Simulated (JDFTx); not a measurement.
Runs of JDFTx 1.7.0 (patched build) on ClBr (bromine chloride). The cell holds a molecule in a box, 2 atoms: a = 9.000 Å, b = 9.000 Å, c = 12.000 Å, α = 90.00°, β = 90.00°, γ = 90.00°. 

```tsv
task	level	potentials or basis	liquid model	variant of the liquid model	solvent	SCF threshold on the energy	further solve for the empty bands	largest force (eV/Å)
solvation	BLYP	PseudoDojo-SR-PBE-0.5-standard with smoothed tails	LinearPCM	SCCS_g09	H2O	1e-06 Ha	no	1.05
solvation	PBEsol	PseudoDojo-SR-PBEsol-0.4.1-standard with smoothed tails	LinearPCM	GLSSA13	CCl4	1e-06 Ha	no	(a)
solvation	BLYP	PseudoDojo-SR-PBE-0.5-standard with smoothed tails	LinearPCM	SCCS_g03	H2O	1e-06 Ha	no	1.05
solvation	BLYP	PseudoDojo-SR-PBE-0.5-standard with smoothed tails	LinearPCM	GLSSA13	H2O	1e-06 Ha	no	(b)
solvation	BLYP	PseudoDojo-SR-PBE-0.5-standard with smoothed tails	LinearPCM	LA12	H2O	1e-06 Ha	no	1.14
solvation	PBEsol	PseudoDojo-SR-PBEsol-0.4.1-standard with smoothed tails	LinearPCM	GLSSA13	EthyleneGlycol	1e-06 Ha	no	0.14
solvation	PBEsol	PseudoDojo-SR-PBEsol-0.4.1-standard with smoothed tails	LinearPCM	GLSSA13	THF	1e-06 Ha	no	0.17
solvation	PBEsol	PseudoDojo-SR-PBEsol-0.4.1-standard with smoothed tails	LinearPCM	GLSSA13	CH2Cl2	1e-06 Ha	no	0.13
single point	BLYP	PseudoDojo-SR-PBE-0.5-standard with smoothed tails	-	-	-	1e-07 Ha	no	0.99
solvation	BLYP	PseudoDojo-SR-PBE-0.5-standard with smoothed tails	LinearPCM	CANDLE	H2O	1e-06 Ha	no	0.98
single point	PBEsol	PseudoDojo-SR-PBEsol-0.4.1-standard with smoothed tails	-	-	-	1e-07 Ha	yes	0.03
```

Alike in all rows: no spin polarisation; cell as given; k mesh 1 × 1 × 1; cutoff (eV) 789; smearing fixed.

Problem. Fill in the values left out.

Solution. (a) 0.07; (b) 1.07.

Caveats: forces may be off by hundredths of an eV/Å; forces in the liquid are good to some per cent (some runs); the liquid is a continuum model, checked here against plausible ranges alone (some runs); the potentials were made for another functional, which shifts forces and pressure (some runs); solvation energies in this solvent often miss measured ones by over 0.05 eV (some runs).
